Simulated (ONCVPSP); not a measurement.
# Lu: generating and testing an ONCV potential

Task: generate the file, and judge it by its errors in other configurations, its logarithmic derivatives, its ghosts and its cutoff.

The numbers are computed with ONCVPSP 4.0.1.1 (patched build) (PBE, scalar-relativistic, spin-unpolarised reference atom).

### 1 The atom and the settings

Typed settings, in words:

| Item | Value |
| --- | --- |
| element | lutetium (Lu, Z = 71) |
| type | optimised norm-conserving Vanderbilt (ONCV) |
| frozen core | [Xe] |
| valence charge | 17 |
| reference configuration | 4f14 5d1 6s2 |
| partial waves | 6s: rc 2.30 bohr, ncon 3, nbas 7, qcut 3 1/bohr, 2 projectors, debl 3.8 Ha; p scattering state at 0.36 Ha: rc 3.05 bohr, ncon 5, nbas 8, qcut 2.3 1/bohr, 2 projectors, debl 1.7 Ha; 5d: rc 3.20 bohr, ncon 4, nbas 9, qcut 5.6 1/bohr, 3 projectors, debl 1.5 Ha; 4f: rc 1.00 bohr, ncon 3, nbas 7, qcut 18.7 1/bohr, local |
| local potential | the f channel |
| core correction | Teter function, fcfact 3.25, rcfact 1.15 |

### 2 Generating the potential

Input file Lu.dat:

```
# ATOM AND REFERENCE CONFIGURATION
# atsym  z   nc   nv     iexc    psfile
  Lu 71.00   11    3        4      upf
#
#   n    l    f
    1    0    2.00
    2    0    2.00
    2    1    6.00
    3    0    2.00
    3    1    6.00
    3    2   10.00
    4    0    2.00
    4    1    6.00
    4    2   10.00
    5    0    2.00
    5    1    6.00
    4    3   14.00
    5    2    1.00
    6    0    2.00
#
# PSEUDOPOTENTIAL AND OPTIMIZATION
# lmax
    3
#
#   l,   rc,      ep,       ncon, nbas, qcut
    0    2.30    0.00    3    7    3.00
    1    3.05    0.36    5    8    2.30
    2    3.20    0.00    4    9    5.60
    3    1.00    0.00    3    7   18.70
#
# LOCAL POTENTIAL
# lloc, lpopt,  rc(5),   dvloc0
    3    5    1.00    0.00
#
# VANDERBILT-KLEINMAN-BYLANDER PROJECTORs
# l, nproj, debl
    0    2    3.80
    1    2    1.70
    2    3    1.50
    3    0    2.60
#
# MODEL CORE CHARGE
# icmod, fcfact, rcfact
    3    3.25    1.15
#
# LOG DERIVATIVE ANALYSIS
# epsh1, epsh2, depsh
   -2.00    5.00    0.02
#
# OUTPUT GRID
# rlmax, drl
    6.00    0.01
#
# TEST CONFIGURATIONS
# ncnf
    4
# nvcnf
#   n    l    f
    3
    4    3   14.00
    5    2    1.00
    6    0    1.00
#
    3
    4    3   14.00
    5    2    1.00
    6    0    0.00
#
    3
    4    3   14.00
    5    2    0.00
    6    0    0.00
#
    4
    4    3   14.00
    5    2    1.00
    6    0    0.00
    6    1    2.00
#
```

Command:

```console
$ oncvpsp.x < Lu.dat > Lu.out
```

**Question.** What will these runs give? Wanted: cutoffs for 1 and 0.1 mHa per electron, occupied waves; bound ghosts; GHOST(+) flags; largest test error; largest phase difference near zero energy, channels read; rms error of d²Exc/dn², without and with the model core; projector energies reset by the program.

**Answer**, as computed:

```
                                                quantity                                                                        value
  cutoffs for 1 and 0.1 mHa per electron, occupied waves                                                            141 Ha and 154 Ha
                                            bound ghosts  s at -877.37 eV, s at -171.81 eV, p at -497.48 eV, p at -2.45 eV and 1 more
                                          GHOST(+) flags                                                                  s at 121 eV
                            largest test error (AE − PS)                                +126 meV, for 4f14 5d1 6s0 (2 tests unsolved)
largest phase difference near zero energy, channels read                                                                    3.093 rad
 rms error of d²Exc/dn², without and with the model core                                                            8.29 and 7.80 mHa
                 projector energies reset by the program                                                           p: 0.050, 1.750 Ha
```

It has a bound ghost (s, p, d), a state that the atom doesn't have, and that rules the file out. The worst unpolarised test, 4f14 5d1 6s0, is off by 126 meV on 20.6 eV; by total energies transferability rates as poor. Of the tests 2 gave no usable energy difference, which is a warning in itself. It counts as very hard, with 141 Ha needed at the looser tolerance. At the looser tolerance the 4f wave is the slowest; 5d needs 9 Ha. Near zero energy the largest phase difference among the channels read is 3.09 rad, in the p channel. A step near π is an extra or missing state, not a misfit of shape. The pseudo curves have a pole with no partner nearby in the atom's: p at -0.09 Ha. The program also flags highly localised states, GHOST(+) (s).
